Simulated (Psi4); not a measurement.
**HF/def2-TZVP (density fitting) run of B2Cl4 (SMILES ClB(Cl)B(Cl)Cl)**

Wanted: a short trajectory of B2Cl4. Input form: an ASE script.

The results are computed with Psi4 1.11.

**1. The system as given**

B2Cl4: 6 atoms, total charge 0, spin state singlet. As SMILES, `ClB(Cl)B(Cl)Cl`. The coordinates come from a PBE0-D4/def2-TZVP (4 decimals) relaxation. The run starts from this shape.

Bond lengths: Cl1–B2 1.741 Å, B2–Cl3 1.741 Å, B2–B4 1.684 Å, B4–Cl5 1.741 Å, B4–Cl6 1.741 Å. Angles: Cl1–B2–Cl3 119.8°, Cl1–B2–B4 120.1°, Cl3–B2–B4 120.1°, B2–B4–Cl5 120.1°, B2–B4–Cl6 120.1°, Cl5–B4–Cl6 119.8°.

**2. A short trajectory at HF/def2-TZVP (density fitting)**

File b2cl4.sdf:

```

     RDKit          3D

  6  5  0  0  0  0  0  0  0  0999 V2000
   -1.1236   -1.9729   -0.2367 Cl  0  0  0  0  0  0  0  0  0  0  0  0
   -0.1931   -0.6777    0.4612 B   0  0  0  0  0  0  0  0  0  0  0  0
    0.3371   -0.7887    2.1157 Cl  0  0  0  0  0  0  0  0  0  0  0  0
    0.1930    0.6778   -0.4611 B   0  0  0  0  0  0  0  0  0  0  0  0
    1.6652    0.7119   -1.3897 Cl  0  0  0  0  0  0  0  0  0  0  0  0
   -0.8785    2.0495   -0.4894 Cl  0  0  0  0  0  0  0  0  0  0  0  0
  2  1  1  0
  3  2  1  0
  4  2  1  0
  5  4  1  0
  6  4  1  0
M  END
$$$$
```

File b2cl4_ase.py:

```python
import numpy as np
from ase.calculators.psi4 import Psi4
from ase.io import read
from ase import units
from ase.md.velocitydistribution import MaxwellBoltzmannDistribution, Stationary
from ase.md.verlet import VelocityVerlet

atoms = read('b2cl4.sdf')
calc = Psi4(atoms=atoms, method='scf', basis='def2-TZVP', memory='1600MB', num_threads=1, charge=0, multiplicity=1, label='psi4-calc')
atoms.calc = calc

MaxwellBoltzmannDistribution(atoms, temperature_K=1000.0, rng=np.random.default_rng(95))
Stationary(atoms)
dyn = VelocityVerlet(atoms, 0.25 * units.fs)
def show():
    ep, ek = atoms.get_potential_energy(), atoms.get_kinetic_energy()
    print(f'step {dyn.nsteps:3d}  Epot {ep:14.6f}  Ekin {ek:9.6f}  Etot {ep + ek:14.6f} eV  T {atoms.get_temperature():7.1f} K')
dyn.attach(show)
dyn.run(25)
```

Run with:

```
$ python b2cl4_ase.py
```

psi4-calc.dat:

```text
[...]
  Running in c1 symmetry.
[...]
  Nuclear repulsion =  426.514911842050196
[...]
  Multiplicity = 1
[...]
  Nalpha       = 39
  Nbeta        = 39
[...]
    Number of basis functions: 210
[...]
   @DF-RHF iter   1: -1887.55105004889469   -1.81032e-01   1.44199e-03 ADIIS/DIIS
[...]
   @DF-RHF iter  11: -1887.58824656481374   -3.34239e-11   5.78211e-09 DIIS
[...]
    Orbital Energies [Eh]
    ---------------------
    Doubly Occupied:
       1A   -104.859763     2A   -104.852952     3A   -104.851239
       4A   -104.850978     5A    -10.590745     6A    -10.583211
       7A    -10.582174     8A    -10.581506     9A     -8.057514
      10A     -8.056367    11A     -8.056099    12A     -8.049904
      13A     -8.048895    14A     -8.048875    15A     -8.048635
      16A     -8.048220    17A     -8.047803    18A     -8.047556
      19A     -8.047157    20A     -8.046918    21A     -7.715036
      22A     -7.711404    23A     -1.170479    24A     -1.158849
      25A     -1.120145    26A     -1.113016    27A     -0.742046
      28A     -0.671623    29A     -0.604039    30A     -0.595962
      31A     -0.589001    32A     -0.533367    33A     -0.531076
      34A     -0.515909    35A     -0.484626    36A     -0.475442
[...]
  @DF-RHF Final Energy: -1887.58824656481374
   => Energetics <=
    Nuclear Repulsion Energy =            426.5149118420501964
    One-Electron Energy =               -3457.3118192420297419
    Two-Electron Energy =                1143.2086608351655741
    Total Energy =                      -1887.5882465648137440
[...]
 Multipole Moments:
 ------------------------------------------------------------------------------------
     Multipole            Electronic (a.u.)      Nuclear  (a.u.)        Total (a.u.)
 ------------------------------------------------------------------------------------
 L = 1.  Multiply by 2.5417464519 to convert [e a0] to [Debye]
 Dipole X            :          0.0097611            0.0182680            0.0280291
 Dipole Y            :         -0.0801608            0.0357256           -0.0444352
 Dipole Z            :          0.1150497           -0.0195342            0.0955154
 Magnitude           :                                                    0.1090106
[...]
  -Total Gradient:
     Atom            X                  Y                   Z
    ------   -----------------  -----------------  -----------------
       1        0.004532003839     0.009812309774     0.001726811081
       2        0.008619550625    -0.018685085812     0.030299111495
       3       -0.009198960159     0.002685325393    -0.025099464174
       4        0.001686170807     0.009844123510    -0.017610550784
       5       -0.020717434645     0.004625703263     0.013299916503
       6        0.015078669548    -0.008282376150    -0.002615824114
[...]
```

Standard output:

```text
step   0  Epot  -51363.997145  Ekin  0.838958  Etot  -51363.158187 eV  T  1081.7 K
step   1  Epot  -51363.996567  Ekin  0.838380  Etot  -51363.158187 eV  T  1081.0 K
step   2  Epot  -51363.995543  Ekin  0.837356  Etot  -51363.158187 eV  T  1079.7 K
step   3  Epot  -51363.994074  Ekin  0.835888  Etot  -51363.158186 eV  T  1077.8 K
step   4  Epot  -51363.992168  Ekin  0.833982  Etot  -51363.158186 eV  T  1075.3 K
step   5  Epot  -51363.989833  Ekin  0.831648  Etot  -51363.158185 eV  T  1072.3 K
step   6  Epot  -51363.987084  Ekin  0.828900  Etot  -51363.158184 eV  T  1068.8 K
step   7  Epot  -51363.983936  Ekin  0.825754  Etot  -51363.158183 eV  T  1064.7 K
step   8  Epot  -51363.980411  Ekin  0.822230  Etot  -51363.158181 eV  T  1060.2 K
step   9  Epot  -51363.976532  Ekin  0.818352  Etot  -51363.158180 eV  T  1055.2 K
step  10  Epot  -51363.972325  Ekin  0.814147  Etot  -51363.158178 eV  T  1049.8 K
step  11  Epot  -51363.967818  Ekin  0.809642  Etot  -51363.158176 eV  T  1043.9 K
step  12  Epot  -51363.963043  Ekin  0.804869  Etot  -51363.158174 eV  T  1037.8 K
step  13  Epot  -51363.958032  Ekin  0.799860  Etot  -51363.158172 eV  T  1031.3 K
step  14  Epot  -51363.952821  Ekin  0.794651  Etot  -51363.158170 eV  T  1024.6 K
step  15  Epot  -51363.947443  Ekin  0.789276  Etot  -51363.158167 eV  T  1017.7 K
step  16  Epot  -51363.941937  Ekin  0.783772  Etot  -51363.158165 eV  T  1010.6 K
step  17  Epot  -51363.936339  Ekin  0.778176  Etot  -51363.158163 eV  T  1003.4 K
step  18  Epot  -51363.930684  Ekin  0.772524  Etot  -51363.158161 eV  T   996.1 K
step  19  Epot  -51363.925011  Ekin  0.766852  Etot  -51363.158158 eV  T   988.8 K
step  20  Epot  -51363.919353  Ekin  0.761197  Etot  -51363.158156 eV  T   981.5 K
step  21  Epot  -51363.913745  Ekin  0.755591  Etot  -51363.158154 eV  T   974.3 K
step  22  Epot  -51363.908220  Ekin  0.750067  Etot  -51363.158152 eV  T   967.1 K
step  23  Epot  -51363.902807  Ekin  0.744657  Etot  -51363.158151 eV  T   960.2 K
step  24  Epot  -51363.897536  Ekin  0.739387  Etot  -51363.158149 eV  T   953.4 K
step  25  Epot  -51363.892432  Ekin  0.734285  Etot  -51363.158148 eV  T   946.8 K
```

Run time: 4 min. Hardware: 1 thread of AMD EPYC 7B13 (Zen 3), shared host; peak memory 0.64 GiB.

Steps, from the record of the run:

| step | potential energy change (eV) | largest force (eV/Å) |
| --- | --- | --- |
| 0 | 0.0000 | 0.2970 |
| 2 | 0.0016 | 0.4014 |
| 4 | 0.0050 | 0.5096 |
| 6 | 0.0101 | 0.6177 |
| 8 | 0.0167 | 0.7244 |
| 10 | 0.0248 | 0.8904 |
| 12 | 0.0341 | 1.0702 |
| 14 | 0.0443 | 1.2388 |
| 16 | 0.0552 | 1.3941 |
| 18 | 0.0665 | 1.5342 |
| 20 | 0.0778 | 1.6575 |
| 22 | 0.0889 | 1.7626 |
| 24 | 0.0996 | 1.8482 |
| 25 | 0.1047 | 1.8834 |

**3. Outcome**

At HF/def2-TZVP (density fitting):

```
                          quantity           value
potential energy of the last frame  -1887.58825 Eh
```
